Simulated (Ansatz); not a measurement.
Predict the output of the script below (the Ansatz DFT code, driven from Python).

The script, `bh3o2se.py`:
```python
"""Energy of BH3O2Se against one bond angle."""

import ansatz as az
from ase import Atoms

BASIS_SET = "def2-SVP"
FUNCTIONAL = "CAM-B3LYP"
FMAX = 0.02


def main() -> None:
    atoms = Atoms(["O", "B", "O", "Se", "H", "H", "H"], positions=[
        [-0.6918, 1.2029, 0.5254],
        [-0.0391, -0.006, 0.2478],
        [1.2848, -0.2008, 0.7462],
        [-0.8529, -1.4401, -0.8307],
        [-0.4996, 1.8275, -0.2654],
        [1.1892, -0.5972, 1.6507],
        [-0.3293, -0.8543, -2.1197],
    ])

    # start the scan from a relaxed geometry
    first = az.Crystal.molecule_from_ase(atoms).calculation()
    first = first.basis(gaussian=BASIS_SET)
    first = first.functional(FUNCTIONAL)
    first = first.relax(force_tolerance=FMAX, max_steps=80)
    atoms.positions = first.run(threads=1).report["positions_ang"]

    rows = []
    for angle in [85, 95, 105, 115, 125, 140, 160]:
        bent = atoms.copy()
        bent.set_angle(1, 0, 4, angle, indices=[4])
        calc = (
            az.Crystal.molecule_from_ase(bent).calculation()
            .basis(gaussian=BASIS_SET)
            .functional(FUNCTIONAL)
        )
        rows.append((angle, calc.run(threads=1).report["free_energy_ev"]))
    floor = min(e for _, e in rows)
    for angle, e in rows:
        print(f"angle B1-O0-H4 = {angle:3d} deg   {1000 * (e - floor):9.1f} meV")


if __name__ == "__main__":
    main()
```

Output of `python bh3o2se.py`:
```text
angle B1-O0-H4 =  85 deg       569.1 meV
angle B1-O0-H4 =  95 deg       240.6 meV
angle B1-O0-H4 = 105 deg        59.2 meV
angle B1-O0-H4 = 115 deg         0.0 meV
angle B1-O0-H4 = 125 deg        35.4 meV
angle B1-O0-H4 = 140 deg       200.0 meV
angle B1-O0-H4 = 160 deg       474.1 meV
```

The scan is rigid, and the energies are electronic, in a modest basis. The zero is the lowest point of the grid, which needn't be the minimum. The whole script took 91 s on 1 thread of Arm Neoverse V1, with other jobs on the host, peak memory 0.28 GiB.
